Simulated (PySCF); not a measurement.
**C₄H₁₀ClFSi: electronic excitations**

What electronic excitations should C₄H₁₀ClFSi (`C[Si](C)(F)CCCl`) show?

Programs: PySCF 2.14.0, with density-fitted response routines of our own. Each step states its level of theory. These are calculated values for one molecule in the gas phase, unless marked as measured. Atoms are numbered from 0 throughout.

## 1. Starting geometry

17 atoms, charge 0, multiplicity 1; geometry from: GFN2-xTB.

Bonds of the start (Å): C0–Si1 1.90, Si1–C2 1.89, Si1–F3 1.63, Si1–C4 1.91, C4–C5 1.51, C5–Cl6 1.79, C0–H7 1.09, C0–H8 1.09, C0–H9 1.09, C2–H10 1.08, C2–H11 1.09, C2–H12 1.09, C4–H13 1.09, C4–H14 1.09, C5–H15 1.09, C5–H16 1.09.

## 2. TDDFT and polarisability: wB97X-D/def2-SVPD

The job: settings as JSON, then the geometry in Å.

```
{"job": {"kind": "uv", "xc": "wB97X-D", "basis": "def2-SVPD", "nstates": 8, "ntriplets": 3}, "charge": 0, "multiplicity": 1}
C     -0.982070     0.927781    -1.471007
Si    -0.560174    -0.358043    -0.142317
C     -1.986570    -0.716621     1.051372
F     -0.242026    -1.745045    -0.936358
C      1.051089     0.058881     0.794216
C      2.256714     0.032068    -0.119444
Cl     3.756678     0.420126     0.781919
H     -1.144803     1.912333    -1.043789
H     -1.884855     0.650542    -2.007728
H     -0.183234     1.012248    -2.202681
H     -2.245284     0.154715     1.643846
H     -2.876255    -1.020822     0.508741
H     -1.733528    -1.518973     1.738119
H      1.205287    -0.658207     1.601632
H      0.976465     1.041377     1.259953
H      2.405021    -0.955044    -0.554143
H      2.180549     0.774715    -0.912240
```

Level: TDDFT wB97X-D/def2-SVPD, vertical, gas phase, core orbitals frozen in the response.

The run is started by

```bash
$ OMP_NUM_THREADS=1 python probes_run.py task.json out
```

The driver reads the jobs from task.json and runs them one after another.

What will the session give for the following? lowest singlet (wB97X-D/def2-SVPD); brightest single state of those computed; lowest triplet; surface potential, 1st and 99th percentile. Wanted: lowest singlet; brightest single state of those computed; lowest triplet; surface potential, 1st and 99th percentile.

As calculated:

| quantity | value |
| --- | --- |
| lowest singlet (wB97X-D/def2-SVPD) | 7.32 eV (169 nm), f = 0.017 |
| brightest single state of those computed | state 4, 8.42 eV, f = 0.150 |
| lowest triplet | 6.69 eV |
| surface potential, 1st and 99th percentile | -1.06 V and 1.13 V |

**Reading.** The first singlet state (HOMO→LUMO+1 0.42, HOMO→LUMO 0.35) lies at 7.32 eV and is weak; of the 8 states computed, the strongest absorption comes from state 4 at 8.42 eV. The lowest triplet lies 0.62 eV below the lowest singlet (triplets in Tamm-Dancoff, singlets in full TDDFT).
